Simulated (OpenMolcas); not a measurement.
# OLYP/aug-cc-pVDZ (Cholesky decomposition) run of CuCl (cuprous chloride)

What is the energy change on altering one bond length of CuCl (cuprous chloride) at OLYP/aug-cc-pVDZ (Cholesky decomposition)? 

Program for the calculation: OpenMolcas 26.06.

2 further runs of the same task are left out: 2 set aside as unsound or not needed.

### Step 1. Starting point

The species is CuCl (2 atoms), meant as a singlet with charge 0. SMILES: `[Cl][Cu]`. Geometry: relaxed at PBE0-D4/def2-TZVP.

Bond lengths: Cl1–Cu2 2.076 Å.

### Step 2. Energy and one-electron properties at OLYP/aug-cc-pVDZ (Cholesky decomposition)

File calc.inp:

```
&GATEWAY
  COORD
  2
  angstrom
  Cl       0.898300      -0.345200       0.446400
  Cu      -0.868800       0.285000      -0.442400
  BASIS
  aug-cc-pVDZ
  GROUP
  NoSym

&SEWARD
  HIGH

&SCF
  KSDFT
  OLYP
  PRORBITALS
  1 1

&LOCALISATION
  PIPEK-MEZEY
```

Run with:

```console
export MOLCAS_MEM=1860
pymolcas calc.inp > calc.log
```

What it wrote:

```text
--- Start Module: gateway ---
[...]
--- Stop Module: gateway /rc=_RC_ALL_IS_WELL_ ---
[...]
      Basis functions           86
[...]
--- Start Module: scf ---
[...]
       Convergence after  17 Iterations
[...]
::    Total KS-DFT energy                           -2101.2967177053
[...]
      Total spin, S                                     0.0000000000
[...]
      Total electronic charge=   46.000000
      Total            charge=   -0.000000
[...]
      Dipole Moment (debye):
      Origin of the operator (angstrom)=   -0.2376    0.0599   -0.1249
                   X= -4.0221E+00               Y=  1.4344E+00               Z= -2.0230E+00           Total=  4.7252E+00
      Quadrupole Moment (debye*angstrom):
[...]
--- Stop Module: scf /rc=_RC_ALL_IS_WELL_ ---
[...]
--- Start Module: localisation ---
[...]
--- Stop Module: localisation /rc=_RC_ALL_IS_WELL_ ---
[...]
```

Run time: 9.6 s. Hardware: 1 thread of Arm Neoverse V1, shared host.

Atomic charges (e):

```csv
atom,Mulliken
Cl1,-0.329
Cu2,+0.329
```

### Step 3. The distorted shape

File calc.inp:

```
* ClCu Kohn-Sham DFT

&GATEWAY
 Coord
 2
 angstrom
 Cl       0.848124      -0.350155       0.468073
 Cu      -1.027456       0.368861      -0.554206
 Basis
 aug-cc-pVDZ
 Group
 NoSym

&SEWARD
 High

&SCF
 KSDFT
 OLYP
 PrOrbitals
 1 1

&LOCALISATION
 Pipek-Mezey
```

Run with:

```console
export MOLCAS_MEM=1860
pymolcas calc.inp > calc.log
```

What it wrote:

```text
--- Start Module: gateway ---
[...]
--- Stop Module: gateway /rc=_RC_ALL_IS_WELL_ ---
[...]
      Basis functions           86
[...]
--- Start Module: scf ---
[...]
       Convergence after  16 Iterations
[...]
::    Total KS-DFT energy                           -2101.2927928208
[...]
      Total spin, S                                     0.0000000000
[...]
      Total electronic charge=   46.000000
      Total            charge=   -0.000000
[...]
      Dipole Moment (debye):
      Origin of the operator (angstrom)=   -0.3575    0.1120   -0.1891
                   X= -4.3857E+00               Y=  1.6813E+00               Z= -2.3904E+00           Total=  5.2702E+00
      Quadrupole Moment (debye*angstrom):
[...]
--- Stop Module: scf /rc=_RC_ALL_IS_WELL_ ---
[...]
--- Start Module: localisation ---
[...]
--- Stop Module: localisation /rc=_RC_ALL_IS_WELL_ ---
[...]
```

It took 9 s on 1 thread of Arm Neoverse V1, shared host.

Atomic charges (e):

```
atom  Mulliken
 Cl1    -0.432
 Cu2    +0.432
```

### Step 4. Summary of results

Level: OLYP/aug-cc-pVDZ (Cholesky decomposition).

| quantity | value |
| --- | --- |
| first shape: total energy | -2101.29672 Eh |
| first shape: dipole moment | 4.73 D |
| first shape: HOMO energy | -5.83 eV |
| first shape: LUMO energy | -3.77 eV |
| first shape: HOMO–LUMO gap | 2.06 eV |
| distorted shape: total energy | -2101.29279 Eh |
| distorted shape: dipole moment | 5.27 D |
| distorted shape: HOMO energy | -5.89 eV |
| distorted shape: LUMO energy | -4.01 eV |
| distorted shape: HOMO–LUMO gap | 1.88 eV |
| energy change with the Cl1–Cu2 bond stretched from 2.076 to 2.254 Å | 0.107 eV |

With the Cl1–Cu2 bond stretched from 2.076 to 2.254 Å the energy rises by 0.11 eV (10.3 kJ/mol). The first shape isn't relaxed at this level, so the change isn't measured from a minimum.
